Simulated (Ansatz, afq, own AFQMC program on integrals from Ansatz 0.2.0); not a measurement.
**GeH₂ (singlet): AFQMC on the coupled-cluster ladder at distance Ge1–H3 = 1.410 Å, cc-pVDZ**

The task here is to estimate one member of a computed series from the others.

Method: cc-pVDZ, frozen cores; program: Ansatz 0.2.0, Gaussian basis, and an in-house AFQMC program (afq) on its integrals; all values are calculated.

The runs, in order: Full CI; PBE (unrestricted); r2SCAN (unrestricted); PBE0 (unrestricted); B3LYP (unrestricted); CCSD(T) on RHF; wB97M-V (unrestricted); B2PLYP (unrestricted); Full CI; CCSDT(Q) on RHF; CCSDTQ on RHF; Phaseless AFQMC, CISD trial on RHF; UHF; CCSD(T) on UHF; Full CI; CCSDT(Q) on UHF; CCSDTQ on UHF; Phaseless AFQMC, CISD trial on UHF.

2 further runs of the same task are left out: 2 that didn't finish.

## The geometry

The geometry derives from a PBE0/def2-TZVP stationary point (not a proven minimum). One bond is set to the value named and the two fragments are kept rigid. No spin-orbit coupling is included. The filled d shell of Ge may be among the frozen orbitals whatever the setting's name suggests; the logs give the count.

3 atoms, charge 0, spin multiplicity 1.

Atoms are counted from 1 here; the program's logs count them from 0.

Bond lengths: Ge1–H2 1.594 Å, Ge1–H3 1.410 Å. Angles: H2–Ge1–H3 90.6°.

Set-up of the first run:

Input file in.yaml:

```yaml
crystal:
  periodic: [false, false, false]
  atoms:
    - {symbol: Ge, position_ang: [0.000000, -0.028518, 0.001767]}
    - {symbol: H, position_ang: [0.000000, 1.092332, -1.131721]}
    - {symbol: H, position_ang: [0.000000, 0.962892, 1.004367]}
basis:
  gaussian: {orbitals: cc-pVDZ}
correlation: {method: fci, electrons: outside_noble_gas}
```

Run with:

```console
> ansatz run in.yaml --threads 1 --pin off --events-out ev --progress --plain --max-ram 24576MiB --backend cuda --devices 0, --max-vram 18GiB
```

Among the steps run: Full CI; PBE (unrestricted); r2SCAN (unrestricted); PBE0 (unrestricted); B3LYP (unrestricted); CCSD(T) on RHF; wB97M-V (unrestricted); B2PLYP (unrestricted); CCSDT(Q) on RHF; CCSDTQ on RHF; Phaseless AFQMC, CISD trial on RHF; UHF; CCSD(T) on UHF; CCSDT(Q) on UHF; CCSDTQ on UHF; Phaseless AFQMC, CISD trial on UHF.

One of the session's tables, all rows but one given; the rest of the session is left out.

On the RHF determinant, counted from full CI (exact for this spin and basis):

```
                                                level  from full CI (kcal/mol)
                                                   HF                   +69.95
                                                  MP2                        ?
                                                 CCSD                    +1.54
                                              CCSD(T)                    +0.36
                                             CCSDT(Q)                    +0.01
                                               CCSDTQ                     0.00
                                              full CI                     0.00
Phaseless AFQMC, CISD trial, step 0.005, 4000 walkers                    +0.03
```

Estimate the missing values for MP2.

The run gave: from full CI (kcal/mol): +17.73. In the column «from full CI (kcal/mol)» it lies between CCSD (+1.54) and HF (+69.95).

Limits of these values: On RHF the phaseless walk with the CISD trial lies +0.03 kcal/mol from full CI, within three error bars. On UHF the phaseless walk with the CISD trial lies +0.04 kcal/mol from CCSDTQ, within three error bars.
